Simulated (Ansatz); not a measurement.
**FGaH₂Mg (SMILES [F][GaH][MgH]): one structure at several levels**

One table from this session's results is given with a row withheld; the runs are named, their logs left out.

Program: Ansatz 0.2.0, Gaussian basis. Level of theory: single points in def2-TZVPP. These are calculated values, not measurements.

Correlated methods freeze the cores. Filled d shells of the heavier atoms are correlated. The outer core shell of Li, Na, Mg and K is correlated. B3LYP uses VWN-RPA correlation.

**Starting geometry**

SMILES `[F][GaH][MgH]`, 5 atoms, charge 0, spin multiplicity 1.

Atoms are counted from 1 here; the program's logs count them from 0.

Bond lengths: F1–Ga2 1.839 Å, Ga2–Mg3 2.469 Å, Ga2–H4 1.798 Å, Mg3–H5 1.633 Å. Angles: F1–Ga2–Mg3 135.4°, F1–Ga2–H4 103.8°, Mg3–Ga2–H4 117.8°, Ga2–Mg3–H5 138.2°.

As a file:

```mol
FGaH2Mg
  3D, bonds by distance, orders not assigned

  5  4  0  0  0  0  0  0  0  0999 V2000
   -1.8170   -1.8718   -0.0499 F   0  0
   -0.3629   -0.7711    0.1843 Ga  0  0
    0.7744    0.9510   -1.1711 Mg  0  0
   -0.1581   -0.7029    1.9690 H   0  0
    1.5388    2.3749   -0.9370 H   0  0
  1  2  8  0
  2  3  8  0
  2  4  8  0
  3  5  8  0
M  END
```

Set-up of the first run:

File run/in.yaml:

```yaml
crystal:
  periodic: [false, false, false]
  atoms:
    - {symbol: F, position_ang: [-1.817000, -1.871800, -0.049900]}
    - {symbol: Ga, position_ang: [-0.362900, -0.771100, 0.184300]}
    - {symbol: Mg, position_ang: [0.774400, 0.951000, -1.171100]}
    - {symbol: H, position_ang: [-0.158100, -0.702900, 1.969000]}
    - {symbol: H, position_ang: [1.538800, 2.374900, -0.937000]}
basis:
  gaussian: {orbitals: def2-TZVPP}
correlation: {method: ccsd_t}
output: {forces: true}
```

The command line of these runs was not kept.

Among the steps run: CCSD(T)/def2-TZVPP; PBE0-D4/def2-TZVPP; wB97M-V/def2-TZVPP; r2SCAN-D4/def2-TZVPP; PBE-D4/def2-TZVPP; B3LYP-D4/def2-TZVPP; LC-wPBE/def2-TZVPP.

One of the session's tables, all rows but one given; the rest of the session is left out.

```
   method  RMS force component (eV/Å)  angle to CCSD(T) forces (°)  dipole (D)
  CCSD(T)                       1.006                    reference        4.58
  PBE0-D4                       0.981                          2.4        4.46
  wB97M-V                           ?                            ?           ?
r2SCAN-D4                       0.966                          3.1        4.42
   PBE-D4                       0.832                          9.2        4.16
 B3LYP-D4                       0.895                          4.5        4.50
  LC-wPBE                       1.053                          4.1        4.70
```

**Question.** Estimate the row for wB97M-V.

As computed: RMS force component (eV/Å): 0.965; angle to CCSD(T) forces (°): 3.8; dipole (D): 4.69. In the column «RMS force component (eV/Å)» it lies between B3LYP-D4 (0.895) and r2SCAN-D4 (0.966).
